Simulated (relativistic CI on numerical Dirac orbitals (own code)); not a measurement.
# Ti⁹⁺: one ion under different settings

Aim: see what numerical and physical settings do to the SCF, the total energy and the lowest levels of Ti⁹⁺.

Method: Dirac-Coulomb-Breit CI, KLI orbitals optimised for each configuration, model QED (radiative potential, 1s self-energy scaled to tabulated hydrogen-like ionisation energies), numerical settings as typed. Code: relativistic CI on numerical Dirac orbitals (own code) version 3.

## 1. What is computed

* ion: Ti⁹⁺ (Ti X)
* nuclear charge: 22
* electrons: 13
* isotope: A = 48

## 2. The usual input

The run's settings:

```ini
atom Ti  Z=22  charge=9  electrons=13
nucleus A=48  rms_radius_fm=3.5921
hamiltonian dirac-coulomb  breit=on  qed=on  c_scale=1
orbitals kli  potential=per-configuration
slater_scale 1
correlation none
mixing on
grid step=0.0125 r_max=10.3
scf mixing=0.4 start=green max_iterations=150 tolerance=2e-08 node_fill=0.05
configurations
  [Ne] 3s2 3p
  [Ne] 3s 3p2
end
```

Run with:

```console
$ python run_levels.py task.json out
```

One command runs all members of the session, one after another, from task.json.

## 3. Grid step 0.03, Breit term off

The run's settings:

```ini
atom Ti  Z=22  charge=9  electrons=13
nucleus A=48  rms_radius_fm=3.5921
hamiltonian dirac-coulomb  breit=off  qed=on  c_scale=1
orbitals kli  potential=per-configuration
slater_scale 1
correlation none
mixing on
grid step=0.03 r_max=10.3
scf mixing=0.4 start=green max_iterations=150 tolerance=2e-08 node_fill=0.05
configurations
  [Ne] 3s2 3p
  [Ne] 3s 3p2
end
```

## 4. Breit term off, tolerance 1e-05

Settings: those of step 3 with these lines changed.

```diff
@@ -7,4 +7,4 @@
 mixing on
-grid step=0.03 r_max=10.3
-scf mixing=0.4 start=green max_iterations=150 tolerance=2e-08 node_fill=0.05
+grid step=0.0125 r_max=10.3
+scf mixing=0.4 start=green max_iterations=150 tolerance=1e-05 node_fill=0.05
 configurations
```

## 5. Potential mixing 0.1, tolerance 1e-10, node fill 0.5

The run's settings:

```ini
atom Ti  Z=22  charge=9  electrons=13
nucleus A=48  rms_radius_fm=3.5921
hamiltonian dirac-coulomb  breit=on  qed=on  c_scale=1
orbitals kli  potential=per-configuration
slater_scale 1
correlation none
mixing on
grid step=0.0125 r_max=10.3
scf mixing=0.1 start=green max_iterations=150 tolerance=1e-10 node_fill=0.5
configurations
  [Ne] 3s2 3p
  [Ne] 3s 3p2
end
```

## 6. Nuclear radius 4.6697, node fill 0.5

The run's settings:

```ini
atom Ti  Z=22  charge=9  electrons=13
nucleus A=48  rms_radius_fm=4.6697
hamiltonian dirac-coulomb  breit=on  qed=on  c_scale=1
orbitals kli  potential=per-configuration
slater_scale 1
correlation none
mixing on
grid step=0.0125 r_max=10.3
scf mixing=0.4 start=green max_iterations=150 tolerance=2e-08 node_fill=0.5
configurations
  [Ne] 3s2 3p
  [Ne] 3s 3p2
end
```

## 7. Node fill 5

The run's settings:

```ini
atom Ti  Z=22  charge=9  electrons=13
nucleus A=48  rms_radius_fm=3.5921
hamiltonian dirac-coulomb  breit=on  qed=on  c_scale=1
orbitals kli  potential=per-configuration
slater_scale 1
correlation none
mixing on
grid step=0.0125 r_max=10.3
scf mixing=0.4 start=green max_iterations=93 tolerance=2e-08 node_fill=5
configurations
  [Ne] 3s2 3p
  [Ne] 3s 3p2
end
```

(Steps that only read results are left out.)

**Question.** What will these runs give? Wanted: lowest level, usual settings; total energy; first excitation.

The runs gave:

| setting | total energy less usual (Ha) | largest shift of a level among the lowest eight of both runs, same label and place (cm⁻¹) | SCF iterations | time | lowest level | kind of change |
| --- | --- | --- | --- | --- | --- | --- |
| usual | 0 | 0 | 20 | 0.095 s | 3p 2P°1/2 | - |
| grid step 0.03, Breit term off | -0.259 | 262 | 20 | 0.051 s | 3p 2P°1/2 | model term |
| Breit term off, tolerance 1e-05 | -0.259 | 262 | 16 | 0.089 s | 3p 2P°1/2 | model term |
| potential mixing 0.1, tolerance 1e-10, node fill 0.5 | 0.00453 | 594 | 26 | 0.1 s | 3p 2P°1/2 | numerical |
| nuclear radius 4.6697, node fill 0.5 | 0.00571 | 592 | 20 | 0.095 s | 3p 2P°1/2 | unphysical constant |
| node fill 5 | 0.0963 | 2070 | 20 | 0.097 s | 3p 2P°1/2 | unsound |

| quantity | value |
| --- | --- |
| lowest level, usual settings | 3p 2P°1/2 |
| total energy | -822.9527 Ha |
| first excitation | 7662.8 cm⁻¹ |

In words: Among the runs whose levels can be followed, they move most under «node fill 5» (unsound), by up to 2070 cm⁻¹. Only the listed configurations are in the model.
